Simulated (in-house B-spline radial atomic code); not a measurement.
# Sr⁴⁺: a fraction of an electron removed from 3d

Aim: the energy of Sr⁴⁺ as a fraction of an electron is removed from 3d, to see how far it bends away from a straight line.

Program: in-house B-spline radial atomic code version 1. Level of theory: non-relativistic LC-wPBE, spin-polarised, spherical fractional occupations, point nucleus, basis-set limit. These are calculated values, not measurements, unless marked.

## Step 1: The atom as given

| Quantity | Value |
| --- | --- |
| element | strontium (Z = 38) |
| charge | +4 |
| electrons | 34 |
| configuration | [Ar] 3d10 4s2 4p4 |
| Hamiltonian | non-relativistic |
| nucleus | point |

Outer shells as boxes (Hund's rule):

[Ar] 3d10 4s2 4p4
```
[Ar] core
3d [↑↓][↑↓][↑↓][↑↓][↑↓]
4s [↑↓]
4p [↑↓][↑ ][↑ ]
```

Where spins are not typed, each open shell is filled with up spins first.

## Step 2: The start, at fraction 0

Settings of the run:

```ini
Z = 38
electrons = 34.0
configuration = [Ar] 3d10 4s2 4p4
hamiltonian = nr
method = lc_wpbe
spin_polarised = True
```

## Step 3: 0.09 electron removed from 3d

Settings of the run:

```ini
Z = 38
electrons = 33.91
configuration = [Ar] 3d9.91 4s2 4p4
hamiltonian = nr
method = lc_wpbe
spin_polarised = True
```

## Step 4: 0.17 electron removed from 3d

Settings of the run:

```ini
Z = 38
electrons = 33.83
configuration = [Ar] 3d9.83 4s2 4p4
hamiltonian = nr
method = lc_wpbe
spin_polarised = True
```

## Step 5: 0.27 electron removed from 3d

Settings of the run:

```ini
Z = 38
electrons = 33.730000000000004
configuration = [Ar] 3d9.73 4s2 4p4
hamiltonian = nr
method = lc_wpbe
spin_polarised = True
```

## Step 6: 0.48 electron removed from 3d

Settings of the run:

```ini
Z = 38
electrons = 33.519999999999996
configuration = [Ar] 3d9.52 4s2 4p4
hamiltonian = nr
method = lc_wpbe
spin_polarised = True
```

## Step 7: 0.5 electron removed from 3d

Settings of the run:

```ini
Z = 38
electrons = 33.5
configuration = [Ar] 3d9.5 4s2 4p4
hamiltonian = nr
method = lc_wpbe
spin_polarised = True
```

## Step 8: 0.6 electron removed from 3d

Settings of the run:

```ini
Z = 38
electrons = 33.4
configuration = [Ar] 3d9.4 4s2 4p4
hamiltonian = nr
method = lc_wpbe
spin_polarised = True
```

## Step 9: 0.64 electron removed from 3d

Settings of the run:

```ini
Z = 38
electrons = 33.36
configuration = [Ar] 3d9.36 4s2 4p4
hamiltonian = nr
method = lc_wpbe
spin_polarised = True
```

## Step 10: 0.81 electron removed from 3d

Settings of the run:

```ini
Z = 38
electrons = 33.19
configuration = [Ar] 3d9.19 4s2 4p4
hamiltonian = nr
method = lc_wpbe
spin_polarised = True
```

## Step 11: 0.97 electron removed from 3d

Settings of the run:

```ini
Z = 38
electrons = 33.03
configuration = [Ar] 3d9.03 4s2 4p4
hamiltonian = nr
method = lc_wpbe
spin_polarised = True
```

## Step 12: 1 electron removed from 3d

Settings of the run:

```ini
Z = 38
electrons = 33.0
configuration = [Ar] 3d9 4s2 4p4
hamiltonian = nr
method = lc_wpbe
spin_polarised = True
```

**Question.** How does the energy change with the fraction, and which way and how far does it bend from the straight line between the ends?

The runs gave:

| fraction | energy change (eV) | less the straight line (eV) | level 3d down (eV) | sum of <r²> (bohr²) |
| --- | --- | --- | --- | --- |
| 0 | 0.0000 | 0.0000 | -183.76 | 19.069 |
| 0.09 | 16.6632 | -1.2930 | -186.54 | 18.875 |
| 0.17 | 31.6859 | -2.2314 | -189.03 | 18.705 |
| 0.27 | 50.7452 | -3.1236 | -192.16 | 18.497 |
| 0.48 | 91.7939 | -3.9728 | -198.80 | 18.074 |
| 0.5 | 95.7762 | -3.9808 | -199.43 | 18.034 |
| 0.6 | 115.8790 | -3.8294 | -202.63 | 17.840 |
| 0.64 | 124.0097 | -3.6793 | -203.91 | 17.764 |
| 0.81 | 159.1403 | -2.4661 | -209.40 | 17.445 |
| 0.97 | 193.0608 | -0.4678 | -214.62 | 17.155 |
| 1 | 199.5140 | 0.0000 | -215.60 | 17.102 |

What this shows: From fraction 0 to 1 the energy changes by 199.514 eV. It sags under the straight line by up to 3.98 eV (at 0.5). Slater's transition state, the slope from the orbital energy at fraction 0.5 (Janak's theorem), gives 199.432 eV for the whole step. Here exact exchange is taken at spherical fractional occupations, which leaves self-interaction in open p, d and f shells; that spoils the energies somewhat, at whole numbers too.
